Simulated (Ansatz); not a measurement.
The system is Ag3Cl.

```
Ag Cl
1.0
     6.27020    0.00000    0.00000
    -3.13510    5.43015    0.00000
     0.00000    0.00000    4.77310
Ag Cl
6 2
Direct
  0.15471 0.30941 0.25000
  0.15471 0.84529 0.25000
  0.69059 0.84529 0.25000
  0.84529 0.69059 0.75000
  0.84529 0.15471 0.75000
  0.30941 0.15471 0.75000
  0.33333 0.66667 0.75000
  0.66667 0.33333 0.25000
```

The cell comes from a database or a generator and needn't be the stable form of this composition.

A run of Ansatz 0.2.0 on this cell left the log below. Logs are shortened: lines on timing, memory, paths and dates and some standing lists are left out, and cuts for length are marked.

```text
Warning: RAYON_NUM_THREADS=4 ignored (pool sized by the plan → 4); use --threads N
Engine: ansatz 0.2.0, aarch64-unknown-linux-gnu
Pseudopotentials: kind: paw
Pseudopotential: Ag, paw, valence charge 19, recommended cutoff 420 eV (normal), Ag.paw.azcp
Pseudopotential: Cl, paw, valence charge 7, recommended cutoff 420 eV (normal), Cl.paw.azcp
Functional definition: PBE
  parameter kappa = 0.804
  parameter beta = 0.06672455060314922
  exchange = pbe_x(kappa = kappa, mu = beta*pi^2/3)
  correlation = pbe_c(beta = beta)
[... 52 lines left out ...]
  atom   5  Ag     0.11177676    -0.06453434     0.00000000
  atom   6  Ag    -0.11177676    -0.06453434     0.00000000
  atom   7  Cl     0.00000000     0.00000000     0.00000000
  atom   8  Cl    -0.00000000    -0.00000000     0.00000000
  max |Σ_I F_I| component: 3.82e-17 eV/Å
--- Stress (GPa, compression-positive) ---
       -0.811738      -0.000000      -0.000000
        0.000000      -0.811738      -0.000000
       -0.000000      -0.000000      -0.805872
  P = ⅓ Tr σ = -0.8098 GPa (-8.098 kbar)
--- Band table (eV; the first three rows and the last of 20) ---
  k-point 0: bands = ["-79.5761", "-79.5694", "-79.5694", "-79.5662", "-79.5645", "-79.5645", "-43.1280", "-43.1136", "-43.0978", "-43.0978", "-43.0928", "-43.0759", "-43.0759", "-43.0749", "-43.0749", "-43.0585", "-43.0495", "-43.0495", "-43.0422", "-43.0422", "-43.0336", "-43.0336", "-43.0306", "-43.0243", "-3.9118", "-3.7330", "6.1931", "6.5146", "6.6417", "6.6417", "6.7633", "6.7633", "6.9322", "6.9366", "6.9366", "7.1153", "7.1594", "7.3011", "7.3011", "7.4073", "7.6923", "7.7218", "7.7218", "7.7850", "7.7850", "8.0196", "8.3306", "8.3719", "8.3719", "8.4984", "8.4984", "8.5893", "8.5893", "8.5980", "8.5980", "8.8094", "8.8094", "8.9274", "9.0822", "9.2342", "9.2342", "9.2612", "9.5814", "12.9843", "13.3114", "13.3114", "13.5279", "15.5294", "15.5613", "15.5613", "17.2062", "17.9244", "17.9244", "19.4376", "19.4376"]
  k-point 1: bands = ["-79.5754", "-79.5690", "-79.5690", "-79.5669", "-79.5648", "-79.5648", "-43.1247", "-43.1134", "-43.1028", "-43.1028", "-43.0910", "-43.0820", "-43.0820", "-43.0662", "-43.0662", "-43.0562", "-43.0488", "-43.0488", "-43.0421", "-43.0421", "-43.0359", "-43.0318", "-43.0318", "-43.0266", "-3.8927", "-3.7383", "6.2034", "6.3129", "6.7243", "6.7243", "6.7390", "6.7390", "6.8734", "6.9670", "6.9670", "7.0520", "7.2642", "7.2642", "7.4088", "7.5090", "7.6934", "7.6934", "7.8614", "7.8614", "7.8962", "8.1310", "8.2584", "8.3694", "8.3694", "8.3928", "8.3928", "8.4577", "8.4577", "8.5947", "8.5947", "8.9306", "9.0219", "9.0219", "9.0726", "9.1142", "9.1354", "9.2259", "9.2259", "13.4269", "13.4269", "13.5672", "13.6074", "14.5075", "15.4519", "15.4519", "17.2182", "17.2182", "17.9260", "17.9260", "18.5535"]
  k-point 2: bands = ["-79.5736", "-79.5687", "-79.5681", "-79.5681", "-79.5657", "-79.5657", "-43.1182", "-43.1134", "-43.1067", "-43.1067", "-43.0939", "-43.0939", "-43.0836", "-43.0532", "-43.0532", "-43.0501", "-43.0499", "-43.0480", "-43.0480", "-43.0410", "-43.0410", "-43.0328", "-43.0310", "-43.0310", "-3.8459", "-3.7571", "5.9680", "6.4062", "6.7235", "6.7235", "6.7491", "6.8650", "6.8650", "7.1020", "7.1020", "7.1852", "7.2445", "7.2445", "7.3540", "7.4988", "7.4988", "7.7991", "7.8444", "7.8444", "8.0248", "8.1053", "8.2932", "8.2932", "8.3657", "8.3693", "8.3693", "8.5379", "8.5379", "8.5957", "8.5957", "8.7007", "8.9802", "9.0465", "9.0548", "9.1712", "9.1712", "9.1880", "9.1880", "12.1021", "13.7733", "13.7733", "14.6907", "15.0098", "15.0098", "15.1150", "16.4852", "16.4852", "16.8698", "16.8698", "19.8689"]
  k-point 19: bands = ["-79.5708", "-79.5708", "-79.5673", "-79.5673", "-79.5669", "-79.5669", "-43.1093", "-43.1093", "-43.1028", "-43.1028", "-43.1018", "-43.1018", "-43.0660", "-43.0660", "-43.0530", "-43.0530", "-43.0475", "-43.0475", "-43.0438", "-43.0438", "-43.0380", "-43.0380", "-43.0356", "-43.0356", "-3.7767", "-3.7767", "6.0630", "6.0630", "6.4838", "6.4838", "6.8081", "6.8081", "6.9816", "6.9816", "7.1209", "7.1209", "7.3007", "7.3007", "7.4204", "7.4204", "7.5156", "7.5156", "7.7225", "7.7225", "8.1145", "8.1145", "8.2065", "8.2065", "8.4492", "8.4492", "8.5138", "8.5138", "8.6689", "8.6689", "8.8876", "8.8876", "8.9367", "8.9367", "9.0349", "9.0349", "9.3843", "9.3843", "11.1855", "11.1855", "12.5780", "12.5780", "14.0811", "14.0811", "15.9385", "15.9385", "16.9653", "16.9653", "18.6818", "18.6818", "20.1490"]
```

Q: Write the input and the command behind it.

A: Single point with PBE, no spin polarisation. The files as run (others can give the same):

input.yaml
```yaml
crystal:
  lattice:
    - [6.2702023382, 0.0, 0.0]
    - [-3.1351011691, 5.4301545118, 0.0]
    - [0.0, 0.0, 4.773098]
  atoms:
    - { symbol: Ag, position: [0.154706005, 0.30941201, 0.25] }
    - { symbol: Ag, position: [0.154706005, 0.845293995, 0.25] }
    - { symbol: Ag, position: [0.69058799, 0.845293995, 0.25] }
    - { symbol: Ag, position: [0.845293995, 0.69058799, 0.75] }
    - { symbol: Ag, position: [0.845293995, 0.154706005, 0.75] }
    - { symbol: Ag, position: [0.30941201, 0.154706005, 0.75] }
    - { symbol: Cl, position: [0.3333333333, 0.6666666667, 0.75] }
    - { symbol: Cl, position: [0.6666666667, 0.3333333333, 0.25] }
hamiltonian:
  xc: pbe
  pseudopotentials: { kind: paw }
kpoints:
  mp_grid: { grid: [5, 5, 6] }
scf:
  occupations: { method: fermi_dirac, width: 0.05 }
output:
  forces: true
  stress: true
  eigenvalues: true
```

Potentials or basis: Ansatz PAW.
Command:
```bash
$ ansatz run input.yaml --threads 4 --pin off --max-ram 10240MiB --backend cpu --events-out ev --progress --plain --runs-dir out
```
